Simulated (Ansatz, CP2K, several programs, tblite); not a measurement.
Energy against volume for an ordered 4-atom cell of NaLiCl2 on the rocksalt lattice (R-3m), at fixed shape and fractional coordinates, computed by several methods (PBE and r2SCAN, where shown, with plane waves in Ansatz); the cell shown is that of r2SCAN. With free coordinates or axes held, a curve is too stiff, and on another method's shape its minimum isn't the method's own volume. The symmetry is R-3m (No. 166, trigonal); a = 3.783 Å, c = 18.743 Å in the conventional setting, 19.36 Å³ an atom. Li has 6 Cl at 2.61 Å; Na has 6 Cl at 2.76 Å; Cl has 3 Li at 2.61 Å and 3 Na at 2.76 Å. Note: simulated data, non-magnetic, for a generated structure that need not be the stable one. Energies count from each curve's lowest point; fits are third-order Birch-Murnaghan.

```
Li Na Cl
1.0
     1.89160    1.09211    6.24764
    -1.89160    1.09211    6.24764
     0.00000   -2.18423    6.24764
Li Na Cl
1 1 2
Direct
  0.00000 0.00000 0.00000
  0.50000 0.50000 0.50000
  0.25669 0.25669 0.25669
  0.74331 0.74331 0.74331
```

**Question.** light PBE (260 eV and a coarse mesh), on the shape of the cell shown, gives
```
V (Å³/atom)  E (meV/atom)
     17.811         24.48
     18.586          8.90
     19.360          1.91
     20.134          0.00
     20.909          4.15
     21.683          9.99
```
What equilibrium volume and bulk modulus follow?

**Answer.** V₀ = 19.92 Å³ an atom and B₀ = 25 GPa.

PBE/DZVP (CP2K), on the shape of the cell shown:
```tsv
V (Å³/atom)	E (meV/atom)
17.037	56.85
18.198	19.94
19.360	2.77
20.522	0.00
21.683	14.71
```
The points scatter about the fit by more than 0.3 meV an atom, so no fit is quoted.

**Question.** GFN2-xTB (tblite), on the shape of the cell shown, as a cluster of 108 atoms at the zone centre, gives
```csv
V (Å³/atom),E (meV/atom)
17.037,13.84
18.198,0.00
19.360,0.73
20.522,11.85
21.683,30.56
```
What equilibrium volume and bulk modulus follow?

**Answer.** V₀ = 18.70 Å³ an atom and B₀ = 28 GPa.

**Question.** GFN1-xTB (tblite), on the shape of the cell shown, as a cluster of 108 atoms at the zone centre, gives
```csv
V (Å³/atom),E (meV/atom)
17.037,0.00
18.198,6.65
19.360,24.96
20.522,51.58
21.683,84.19
```
What equilibrium volume and bulk modulus follow?

**Answer.** V₀ = 17.08 Å³ an atom and B₀ = 32 GPa. The lowest point lies at an end of the range, so the fit is barely bracketed.

PBE/SZV (CP2K), on the shape of the cell shown:
```
V (Å³/atom)  E (meV/atom)
     17.037         94.37
     18.198         40.17
     19.360         10.92
     20.522          0.00
     21.683          9.15
```
The points scatter about the fit by more than 0.3 meV an atom, so no fit is quoted.
